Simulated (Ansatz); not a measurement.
Working through a ranking of polymorphs by energy of 3 structures of Ag

Program: the Ansatz DFT code, driven from Python.

The script reads `ag_fm_3m.cif`:
```cif
data_Ag
_cell_length_a 2.888885
_cell_length_b 2.888885
_cell_length_c 2.888885
_cell_angle_alpha 60.00000
_cell_angle_beta 60.00000
_cell_angle_gamma 60.00000
_symmetry_space_group_name_H-M 'P 1'
_symmetry_Int_Tables_number 1
loop_
_symmetry_equiv_pos_as_xyz
'x, y, z'
loop_
_atom_site_label
_atom_site_type_symbol
_atom_site_fract_x
_atom_site_fract_y
_atom_site_fract_z
Ag1 Ag    0.000000    0.000000    0.000000
```

Input file `ag_p6_3_mmc.cif`:
```cif
data_Ag
_cell_length_a 2.886200
_cell_length_b 2.886200
_cell_length_c 10.000000
_cell_angle_alpha 90.00000
_cell_angle_beta 90.00000
_cell_angle_gamma 120.00000
_symmetry_space_group_name_H-M 'P 1'
_symmetry_Int_Tables_number 1
loop_
_symmetry_equiv_pos_as_xyz
'x, y, z'
loop_
_atom_site_label
_atom_site_type_symbol
_atom_site_fract_x
_atom_site_fract_y
_atom_site_fract_z
Ag1 Ag    0.333333    0.666667    0.250000
Ag2 Ag    0.666667    0.333333    0.750000
Ag3 Ag    0.000000    0.000000    0.000000
Ag4 Ag    0.000000    0.000000    0.500000
```

`ag_im_3m.extxyz`
```text
1
Lattice="-1.655654 1.655654 1.655654 1.655654 -1.655654 1.655654 1.655654 1.655654 -1.655654" Properties=species:S:1:pos:R:3 pbc="T T T"
Ag    0.00000000    0.00000000    0.00000000
```

Run as a notebook:

```python
import ansatz as az
from ase.io import read
import numpy as np
import spglib
from tabulate import tabulate
```

```python
XC = "pbesol"
CUTOFF_EV = 500
K_SPACING = 0.14
OCCUPATIONS = "cold"
SMEARING_WIDTH = 0.05


def solve(name, crystal):
    calc = (
        crystal.calculation()
        .functional(XC)
        .basis(CUTOFF_EV)
        .kpoints(spacing=K_SPACING)
        .occupations(OCCUPATIONS, width=SMEARING_WIDTH)
        .stress()
        .band_table()
    )
    calc = calc.relax(force_tolerance=0.01, fix_cell=["shape"])
    return calc.run()
```

```python
def volume_per_atom(outcome):
    return abs(np.linalg.det(outcome.lattice.cell_ang)) / len(outcome.lattice.sites)
```

```python
def space_group(outcome):
    sites = outcome.report["lattice"]["sites"]
    kinds = sorted({site["symbol"] for site in sites})
    cell = (outcome.lattice.cell_ang, [site["position_frac"] for site in sites], [kinds.index(site["symbol"]) for site in sites])
    return spglib.get_spacegroup(cell, symprec=0.01)
```

```python
phases = {}
atoms = read("ag_fm_3m.cif")
fm_3m = az.Crystal.from_ase(atoms)
phases["Fm-3m"] = fm_3m
atoms = read("ag_p6_3_mmc.cif")
p6_3_mmc = az.Crystal.from_ase(atoms)
phases["P6_3/mmc"] = p6_3_mmc
im_3m = az.Crystal.from_extxyz("ag_im_3m.extxyz")
phases["Im-3m"] = im_3m

done = {}
for name, crystal in phases.items():
    try:
        done[name] = solve(name, crystal)
    except az.NonConvergedError as error:
        print(name, "did not converge:", str(error)[:120])

energy = {name: o.report["energy_sigma0_ev"] / len(o.lattice.sites) for name, o in done.items()}
lowest = min(energy.values())
rows = [(name, len(o.lattice.sites), 1000 * (energy[name] - lowest), volume_per_atom(o), space_group(o)) for name, o in done.items()]
rows.sort(key=lambda row: row[2])
print(tabulate(rows, headers=["phase", "atoms", "dE (meV/atom)", "V (A^3/atom)", "space group"], floatfmt=".4f", tablefmt="rst"))
```

    DeckWarning: the atoms were moved onto the symmetric positions of the space group found under crystal.symmetry.tolerance 1.0e-5 (fractional; no operation is sought that the atoms, as they stand in a round, miss by more than twice it, and no atom is moved by as much as it), and the run uses the moved positions. Before a round's move an operation carried an atom to 2.89e-6 Å from where it should [...]
    ========  =======  ===============  ==============  ==============
    phase       atoms    dE (meV/atom)    V (A^3/atom)  space group
    ========  =======  ===============  ==============  ==============
    Fm-3m           1           0.0000         16.6634  Fm-3m (225)
    P6_3/mmc        4          20.9723         16.7563  P6_3/mmc (194)
    Im-3m           1          44.4556         16.7738  Im-3m (229)
    ========  =======  ===============  ==============  ==============

By space group at the end of each run: Fm-3m (+0 meV an atom, 16.7 Å³), P6_3/mmc (+21 meV an atom, 16.8 Å³) and Im-3m (+44 meV an atom, 16.8 Å³).

Atoms and volume are relaxed with the cell's shape held, which in cells of lower than cubic symmetry can hide stresses and shift volumes. The cells come from databases of deposited and of computed structures, and not all need be stable phases. Warnings are shown shortened and without file and line. The ranking holds among these structures alone, at zero temperature; the ground state may be another structure. Differences under 10 to 15 meV an atom lie within the error of mesh and functional. It ran for 2.1 min on 1 thread of Arm Neoverse V2 (shared host), peak memory 0.72 GiB.
